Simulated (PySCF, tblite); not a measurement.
# C12H22O4S2: electronic excitations, NMR shifts

Aim: compute the electronic excitations, NMR shifts of C12H22O4S2 (`O=S(=O)(C1CCCCC1)S(=O)(=O)C1CCCCC1`).

Programs: tblite 0.8.0 and PySCF 2.14.0, with routines of our own; each step states its level. All values are computed. Atoms count from 0.

### 1 The system as given

40 atoms, charge 0, multiplicity 1; geometry from: force field, distance geometry or constructed start.

### 2 Relaxing the molecule with GFN2-xTB

Job settings and geometry (Å):

```
{"job": {"kind": "relax", "xc": "GFN2-xTB", "basis": "xTB"}, "charge": 0, "multiplicity": 1}
O     -0.551800    -0.539100     1.768200
S     -0.617000    -0.965700     0.374100
O     -0.411900    -2.377600     0.058900
C     -2.193900    -0.457400    -0.316300
C     -2.432500     1.041100    -0.144600
C     -3.804800     1.457200    -0.682400
C     -4.924600     0.649000    -0.045500
C     -4.691300    -0.848300    -0.206200
C     -3.326500    -1.273700     0.327800
S      0.863400     0.121000    -0.721400
O      1.014900     1.426400    -0.103500
O      0.465000     0.040100    -2.122600
C      2.386300    -0.818000    -0.531400
C      3.509100    -0.266200    -1.434000
C      4.185300     0.981100    -0.860300
C      4.673500     0.746400     0.571000
C      3.553600     0.268500     1.478600
C      2.847400    -0.970400     0.916400
H     -2.142800    -0.708400    -1.375000
H     -2.351900     1.326000     0.911900
H     -1.665000     1.616200    -0.677600
H     -3.826500     1.323400    -1.768300
H     -3.959100     2.529200    -0.481400
H     -5.887600     0.921500    -0.495400
H     -4.990400     0.893800     1.026200
H     -4.773700    -1.118200    -1.266900
H     -5.481800    -1.402600     0.314600
H     -3.314500    -1.143300     1.419400
H     -3.182000    -2.341400     0.137900
H      2.126600    -1.813700    -0.913600
H      3.134000    -0.043200    -2.437500
H      4.266700    -1.045700    -1.553000
H      5.037200     1.248100    -1.498100
H      3.501100     1.826400    -0.879300
H      5.482000     0.002600     0.554000
H      5.104800     1.674700     0.959600
H      3.965400     0.029800     2.461200
H      2.834100     1.079000     1.630900
H      2.018300    -1.242000     1.573800
H      3.550600    -1.802800     0.965400
```

Launch:

```console
> OMP_NUM_THREADS=1 python large_run.py task.json out
```

The driver reads the jobs from task.json and runs them one after another.

Output:

```text
step      E/eV     max force
  0   -1624.75472    1.422
  1   -1624.86617    0.769
  2   -1624.91935    0.619
  3   -1624.96065    0.347
  4   -1624.97149    0.355
  5   -1624.98382    0.348
  6   -1624.99988    0.246
  7   -1625.00672    0.169
  8   -1625.01545    0.173
  9   -1625.02088    0.155
 10   -1625.02625    0.173
 11   -1625.03149    0.188
 12   -1625.03779    0.183
 13   -1625.04406    0.154
 14   -1625.04869    0.101
 15   -1625.05173    0.095
 16   -1625.05425    0.108
 17   -1625.05665    0.097
 18   -1625.05871    0.079
 19   -1625.06028    0.068
 20   -1625.06152    0.064
 21   -1625.06267    0.075
 22   -1625.06379    0.078
 23   -1625.06477    0.055
 24   -1625.06558    0.057
 25   -1625.06635    0.056
 26   -1625.06717    0.065
 27   -1625.06803    0.055
 28   -1625.06887    0.051
 29   -1625.06971    0.056
 30   -1625.07068    0.071
 31   -1625.07178    0.083
 32   -1625.07278    0.067
 33   -1625.07353    0.042
 34   -1625.07408    0.054
 35   -1625.07460    0.051
 36   -1625.07509    0.045
 37   -1625.07550    0.043
 38   -1625.07582    0.040
 39   -1625.07610    0.042
 40   -1625.07640    0.040
 41   -1625.07669    0.029
 42   -1625.07697    0.026
 43   -1625.07722    0.026
 44   -1625.07745    0.034
 45   -1625.07766    0.031
 46   -1625.07788    0.029
 47   -1625.07811    0.035
 48   -1625.07832    0.030
 49   -1625.07847    0.022
 50   -1625.07855    0.018
```

Run time: 2.1 s. Hardware: 1 thread of Arm Neoverse N1, shared host; peak memory 0.18 GiB.

Relaxation path:

```
step  energy from step 0 (eV)  largest force (eV/Å)
   0                   0.0000                1.4220
   1                  -0.1115                0.7691
   2                  -0.1646                0.6194
   3                  -0.2059                0.3471
   4                  -0.2168                0.3551
   5                  -0.2291                0.3481
   6                  -0.2452                0.2457
   7                  -0.2520                0.1689
   8                  -0.2607                0.1728
  11                  -0.2768                0.1883
  14                  -0.2940                0.1014
  18                  -0.3040                0.0794
  21                  -0.3080                0.0756
  25                  -0.3116                0.0564
  28                  -0.3142                0.0512
  32                  -0.3181                0.0665
  35                  -0.3199                0.0508
  39                  -0.3214                0.0421
  42                  -0.3223                0.0253
  46                  -0.3232                0.0291
  47                  -0.3234                0.0351
  48                  -0.3236                0.0306
  49                  -0.3238                0.0221
  50                  -0.3238                0.0183
```

Distances of close pairs at the start and the end, largest changes first:

```
   bond  before (Å)  after (Å)  change (Å)
  S1–S9       2.138      2.188      +0.050
 S9–C12       1.799      1.837      +0.038
  S1–C3       1.795      1.827      +0.032
C12–C13       1.543      1.516      -0.026
  C3–C8       1.538      1.515      -0.022
  O0–S1       1.459      1.441      -0.019
  S1–O2       1.461      1.445      -0.017
 S9–O11       1.459      1.443      -0.016
```

The end geometry stands in the next job.

### 3 Electronic excitations: TDDFT CAM-B3LYP/6-31G*

Job settings and geometry (Å):

```
{"job": {"kind": "uv", "basis": "6-31G*", "grid": 1, "kgrid": 0, "vcut": 1.5, "nstates": 6, "ntriplets": 2, "tda": false, "delta": ["ip_vertical"], "pop": true, "xc": "CAM-B3LYP"}, "charge": 0, "multiplicity": 1}
O     -0.639772    -0.555552     1.831615
S     -0.606506    -0.911166     0.435899
O     -0.260174    -2.280788     0.134581
C     -2.185563    -0.464922    -0.366364
C     -2.371114     1.021972    -0.162741
C     -3.745823     1.448230    -0.683196
C     -4.848525     0.642958    -0.000907
C     -4.642968    -0.851667    -0.231669
C     -3.274585    -1.285179     0.294893
S      0.922086     0.216429    -0.650061
O      1.074050     1.531188    -0.082506
O      0.420659     0.173456    -2.002946
C      2.408855    -0.856193    -0.537454
C      3.490385    -0.305445    -1.446585
C      4.111395     0.963078    -0.866523
C      4.614862     0.708331     0.551343
C      3.449145     0.295627     1.445887
C      2.799625    -0.982780     0.919856
H     -2.038010    -0.726082    -1.412928
H     -2.292168     1.239309     0.904913
H     -1.581310     1.570166    -0.679107
H     -3.788153     1.282601    -1.761694
H     -3.893556     2.513249    -0.500942
H     -5.821935     0.945576    -0.390450
H     -4.838443     0.848661     1.071185
H     -4.704562    -1.067804    -1.300242
H     -5.424561    -1.421265     0.273125
H     -3.221726    -1.119807     1.373468
H     -3.100593    -2.345601     0.106559
H      1.998125    -1.790845    -0.920926
H      3.053079    -0.101450    -2.426179
H      4.263028    -1.070284    -1.571193
H      4.930721     1.291271    -1.509028
H      3.360667     1.753205    -0.842476
H      5.371091    -0.080955     0.538171
H      5.080016     1.612777     0.945698
H      3.794680     0.130530     2.467740
H      2.711122     1.096897     1.462625
H      1.913082    -1.228335     1.508726
H      3.503374    -1.815574     1.015629
```

With the program's defaults for keys left out, this is: TDDFT CAM-B3LYP/6-31G*, vertical, gas phase, core orbitals frozen in the response, virtual orbitals cut by energy.

Output:

```text
start: PBE on a coarse grid of 32201 points
cycle   1  E = -1565.8695105105  dE =  3.489e+00  |g| = 1.878e+00  |ddm| = 6.293e+00
cycle   2  E = -1561.3949350773  dE =  4.475e+00  |g| = 4.995e+00  |ddm| = 7.360e+00
cycle   3  E = -1566.4505940316  dE = -5.056e+00  |g| = 7.695e-01  |ddm| = 6.297e+00
cycle   4  E = -1566.5383260107  dE = -8.773e-02  |g| = 5.453e-01  |ddm| = 1.390e+00
cycle   5  E = -1566.5830473294  dE = -4.472e-02  |g| = 2.792e-01  |ddm| = 7.195e-01
cycle   6  E = -1566.5987925991  dE = -1.575e-02  |g| = 5.797e-02  |ddm| = 3.181e-01
cycle   7  E = -1566.5995548646  dE = -7.623e-04  |g| = 1.423e-02  |ddm| = 8.549e-02
cycle   8  E = -1566.5996023245  dE = -4.746e-05  |g| = 4.941e-03  |ddm| = 2.465e-02
final grid: 135672 points
cycle   9  E = -1567.2721117917  dE = -1.257e-02  |g| = 1.525e-01  |ddm| = 4.799e-01
cycle  10  E = -1567.2669276684  dE =  5.184e-03  |g| = 2.262e-01  |ddm| = 3.191e-01
cycle  11  E = -1567.2765805946  dE = -9.653e-03  |g| = 1.246e-02  |ddm| = 1.956e-01
cycle  12  E = -1567.2766034041  dE = -2.281e-05  |g| = 7.897e-03  |ddm| = 1.688e-02
cycle  13  E = -1567.2766147997  dE = -1.140e-05  |g| = 2.915e-03  |ddm| = 9.655e-03
cycle  14  E = -1567.2766164596  dE = -1.660e-06  |g| = 3.137e-04  |ddm| = 2.919e-03
cycle  15  E = -1567.2766170226  dE = -5.630e-07  |g| = 1.326e-04  |ddm| = 6.169e-04
cycle  16  E = -1567.2766140431  dE =  2.980e-06  |g| = 2.704e-05  |ddm| = 2.375e-04
converged SCF energy = -1567.2766140431
Vertical ionisation energy (delta-SCF) = 9.1822 eV   <S^2> = 0.762

Static polarisability (au): isotropic 165.974, principal 137.085 144.654 216.182

Singlet excitations
state   eV       nm        f      main configurations
  1   5.5695    222.6   0.39805   H->L 0.94
  2   6.3688    194.7   0.00355   H-1->L 0.72, H-2->L 0.19
  3   6.5617    189.0   0.00294   H-2->L 0.41, H-4->L 0.15, H-7->L 0.15
  4   6.8946    179.8   0.00570   H-5->L 0.26, H-2->L 0.19, H-7->L 0.18
  5   7.0139    176.8   0.00629   H-8->L 0.34, H-7->L 0.24, H-5->L 0.19
  6   7.1033    174.5   0.00997   H-3->L 0.22, H-8->L 0.16, H-5->L 0.13

Triplet excitations (Tamm-Dancoff, eV): 4.3891 6.0380
```

It took 5 min on 1 thread of Arm Neoverse N1, shared host; peak memory 0.7 GiB.

The orbitals next to the gap, with their largest atomic shares:

```
orbital      eV                         atoms
 HOMO−4  -10.17   C16 15 %, C15 14 %, C14 8 %
 HOMO−3  -10.12  C14 15 %, C15 14 %, C16 11 %
 HOMO−2   -9.99   O10 26 %, O11 14 %, C16 8 %
 HOMO−1   -9.96    O2 34 %, O0 16 %, O11 12 %
   HOMO   -8.63   O10 14 %, O2 14 %, O11 12 %
   LUMO    0.02     S9 27 %, S1 26 %, C12 9 %
 LUMO+1    2.40    S9 27 %, S1 26 %, O11 10 %
 LUMO+2    2.53    S9 28 %, S1 25 %, O10 10 %
 LUMO+3    3.06     S9 13 %, S1 11 %, C12 9 %
```

With each of the 6 states as a Gaussian band of 0.4 eV half-width at 1/e, the curve within the window shown has maxima at 222 nm (ε 16,000), 177 nm (ε 890) L/(mol cm). Beyond the last state computed it falls off for lack of states. The curve at chosen wavelengths:

```
 nm  ε (L/mol/cm)
167           376
170           605
174           843
177           895
180           837
183           717
187           558
190           496
193           541
197           941
200          1695
203          3024
206          5011
210          8497
213         11319
216         13801
219         15496
223         16073
226         15236
229         13554
233         10596
236          8281
239          6166
242          4390
246          2620
249          1703
```

Ground-state properties from the same run:

```
           property  computed
  dipole moment (D)      1.06
polarisability (Å³)     24.59
 HOMO–LUMO gap (eV)      8.65
      −ε(HOMO) (eV)      8.63
```

### 4 NMR shifts: GIAO KT3/pcSseg-1

Settings changed since step 3:

```diff
@@ -1,2 +1,2 @@
-{"job": {"kind": "uv", "basis": "6-31G*", "grid": 1, "kgrid": 0, "vcut": 1.5, "nstates": 6, "ntriplets": 2, "tda": false, "delta": ["ip_vertical"], "pop": true, "xc": "CAM-B3LYP"}, "charge": 0, "multiplicity": 1}
+{"job": {"kind": "nmr", "xc": "KT3", "basis": "pcSseg-1", "pop": false}, "charge": 0, "multiplicity": 1}
 O     -0.639772    -0.555552     1.831615
```

Level: GIAO KT3/pcSseg-1 NMR shielding, non-relativistic, gas phase.

Output:

```text
start: PBE on a coarse grid of 32201 points
cycle   1  E = -1565.3845779496  dE =  3.462e+00  |g| = 1.930e+00  |ddm| = 6.141e+00
cycle   2  E = -1560.6063970274  dE =  4.778e+00  |g| = 5.211e+00  |ddm| = 7.363e+00
cycle   3  E = -1565.9501153192  dE = -5.344e+00  |g| = 7.894e-01  |ddm| = 6.549e+00
cycle   4  E = -1566.0371742291  dE = -8.706e-02  |g| = 5.792e-01  |ddm| = 1.279e+00
cycle   5  E = -1566.0861724683  dE = -4.900e-02  |g| = 2.960e-01  |ddm| = 6.732e-01
cycle   6  E = -1566.1028424397  dE = -1.667e-02  |g| = 6.768e-02  |ddm| = 3.012e-01
cycle   7  E = -1566.1038145762  dE = -9.721e-04  |g| = 1.713e-02  |ddm| = 9.038e-02
cycle   8  E = -1566.1038758729  dE = -6.130e-05  |g| = 5.399e-03  |ddm| = 2.708e-02
final grid: 284214 points
cycle   9  E = -1584.8556956535  dE = -4.630e-02  |g| = 2.576e-01  |ddm| = 6.052e-01
cycle  10  E = -1584.8284612436  dE =  2.723e-02  |g| = 4.341e-01  |ddm| = 6.207e-01
cycle  11  E = -1584.8611698341  dE = -3.271e-02  |g| = 1.279e-01  |ddm| = 5.113e-01
cycle  12  E = -1584.8639435149  dE = -2.774e-03  |g| = 4.095e-02  |ddm| = 1.451e-01
cycle  13  E = -1584.8642596201  dE = -3.161e-04  |g| = 1.611e-02  |ddm| = 5.152e-02
cycle  14  E = -1584.8643160595  dE = -5.644e-05  |g| = 2.478e-03  |ddm| = 1.728e-02
cycle  15  E = -1584.8643115938  dE =  4.466e-06  |g| = 1.013e-03  |ddm| = 3.779e-03
cycle  16  E = -1584.8643142969  dE = -2.703e-06  |g| = 2.585e-04  |ddm| = 1.197e-03
cycle  17  E = -1584.8643162514  dE = -1.954e-06  |g| = 1.454e-04  |ddm| = 3.827e-04
cycle  18  E = -1584.8643145330  dE =  1.718e-06  |g| = 3.152e-05  |ddm| = 1.452e-04
converged SCF energy = -1584.8643145330

GIAO shielding tensors (ppm)
atom      isotropic    diamagn.    paramagn.     s11        s22        s33       span
  0 O      100.938     406.194    -305.256     62.448     88.149    152.217     89.769
  1 S      169.869    1062.552    -892.683     44.752    190.134    274.721    229.969
  2 O      112.445     406.086    -293.641     79.025     98.584    159.727     80.702
  3 C      113.509     264.402    -150.893     76.768    106.883    156.876     80.107
  4 C      154.640     252.953     -98.313    149.478    152.588    161.854     12.376
  5 C      154.571     248.280     -93.709    151.126    152.166    160.422      9.296
  6 C      153.755     248.765     -95.010    150.457    154.825    155.983      5.525
  7 C      153.050     248.674     -95.624    149.472    150.810    158.868      9.397
  8 C      157.077     248.182     -91.105    154.526    156.450    160.255      5.729
  9 S      170.402    1063.076    -892.674     53.420    182.725    275.061    221.641
 10 O       61.796     405.136    -343.340      5.402     78.817    101.169     95.767
 11 O      100.221     406.852    -306.631     48.508     96.236    155.919    107.411
 12 C      116.543     263.375    -146.833     81.768    109.117    158.742     76.974
 13 C      155.216     249.864     -94.648    145.972    157.558    162.118     16.146
 14 C      157.553     248.438     -90.885    151.953    159.118    161.589      9.636
 15 C      153.741     251.408     -97.666    149.281    154.153    157.791      8.510
 16 C      159.910     248.673     -88.763    152.794    160.203    166.732     13.939
 17 C      155.691     252.819     -97.127    148.473    158.126    160.474     12.002
 18 H       27.738      40.253     -12.515     24.572     27.463     31.180      6.608
 19 H       30.007      36.576      -6.569     26.275     30.507     33.238      6.963
 20 H       29.245      37.320      -8.076     22.601     29.259     35.874     13.272
 21 H       30.390      31.482      -1.092     26.268     29.255     35.647      9.378
 22 H       29.827      29.345       0.483     24.702     28.223     36.557     11.855
 23 H       30.008      23.293       6.715     25.240     27.542     37.241     12.001
 24 H       30.424      28.949       1.476     27.554     28.086     35.632      8.078
 25 H       30.263      29.222       1.041     26.515     28.491     35.783      9.269
 26 H       29.657      25.047       4.610     24.653     27.515     36.804     12.151
 27 H       29.993      32.715      -2.722     25.861     30.980     33.139      7.277
 28 H       29.585      31.555      -1.970     23.681     30.003     35.069     11.388
 29 H       27.426      38.881     -11.456     23.871     28.033     30.372      6.501
 30 H       29.100      32.090      -2.989     24.375     28.987     33.939      9.564
 31 H       29.977      30.204      -0.227     25.509     27.934     36.487     10.978
 32 H       30.223      25.751       4.472     25.142     27.982     37.545     12.403
 33 H       29.466      32.164      -2.697     25.442     30.293     32.664      7.222
 34 H       30.526      28.106       2.419     26.804     28.328     36.444      9.640
 35 H       29.849      26.830       3.019     25.413     27.335     36.799     11.385
 36 H       30.279      29.576       0.703     25.077     28.513     37.248     12.171
 37 H       28.810      34.238      -5.428     24.465     29.149     32.816      8.352
 38 H       29.076      36.190      -7.114     23.417     28.470     35.341     11.925
 39 H       30.051      32.592      -2.541     26.085     28.004     36.065      9.980
```

It took 91 s on 1 thread of Arm Neoverse N1, shared host; peak memory 0.63 GiB.

Shifts follow as δ = σ(reference) − σ, with reference shieldings (ppm) from runs at the same level and on the same kind of geometry: 1H TMS 31.76, 13C TMS 184.7, 17O H2O 330.8. The references are single molecules in the gas phase, so shifts against H2O, NH3, PH3, H3PO4 or CFCl3 are not on the usual liquid scales and can be off by tens of ppm. Atoms listed in one row are averaged.

```
             atoms                        environment  σ (ppm)  δ (ppm)
           C3, C12                 sp3 CH bonded to S    115.0     69.7
           C6, C15                  sp3 CH2 in a ring    153.7     31.0
  C4, C8, C13, C17                  sp3 CH2 in a ring    155.7     29.1
  C5, C7, C14, C16                  sp3 CH2 in a ring    156.3     28.5
          H18, H29  hydrogen on an sp3 CH bonded to S    27.58     4.18
H22, H26, H33, H37   hydrogen on an sp3 CH2 in a ring    29.44     2.32
H19, H27, H30, H38   hydrogen on an sp3 CH2 in a ring    29.54     2.22
H20, H28, H31, H39   hydrogen on an sp3 CH2 in a ring    29.71     2.05
          H24, H35   hydrogen on an sp3 CH2 in a ring    30.14     1.62
          H23, H34   hydrogen on an sp3 CH2 in a ring    30.27     1.49
H21, H25, H32, H36   hydrogen on an sp3 CH2 in a ring    30.29     1.47
  O0, O2, O10, O11                         S=O oxygen     93.9    236.9
            S1, S9                    sulfonyl sulfur      170        –
```

Ring of atoms C3, C4, C5, C6, C7, C8: NICS(0) -2.7, NICS(1) -2.4, NICS(1)zz 3.7 ppm (means of both faces).

### 5 Summary of results

| quantity | value |
| --- | --- |
| lowest singlet (CAM-B3LYP/6-31G*) | 5.57 eV (223 nm), f = 0.398 |
| lowest triplet | 4.39 eV |
| vertical ionisation energy (ΔSCF) | 9.18 eV |
| 13C shifts against TMS (KT3/pcSseg-1, means over atoms taken as alike) | 69.7, 31.0, 29.1, 28.5 ppm |
| 1H shifts against TMS (KT3/pcSseg-1, means over atoms taken as alike) | 4.18, 2.32, 2.22, 2.05, 1.62, 1.49, 1.47 ppm |
| 17O shifts against H2O (KT3/pcSseg-1, means over atoms taken as alike) | 236.9 ppm |
| shieldings of S (KT3/pcSseg-1, a mean where the table joins atoms) | S1 170.1 ppm |

The first singlet state (HOMO→LUMO 0.94) lies at 5.57 eV and is bright. The lowest triplet lies 1.18 eV below the lowest singlet (triplets in Tamm-Dancoff, singlets in full TDDFT). The orbital energy would give 8.63 eV for ionisation, ΔSCF gives 9.18 eV. At KT3/pcSseg-1: The largest span, 226 ppm, is at S1, S9, where the paramagnetic term is -893 ppm.
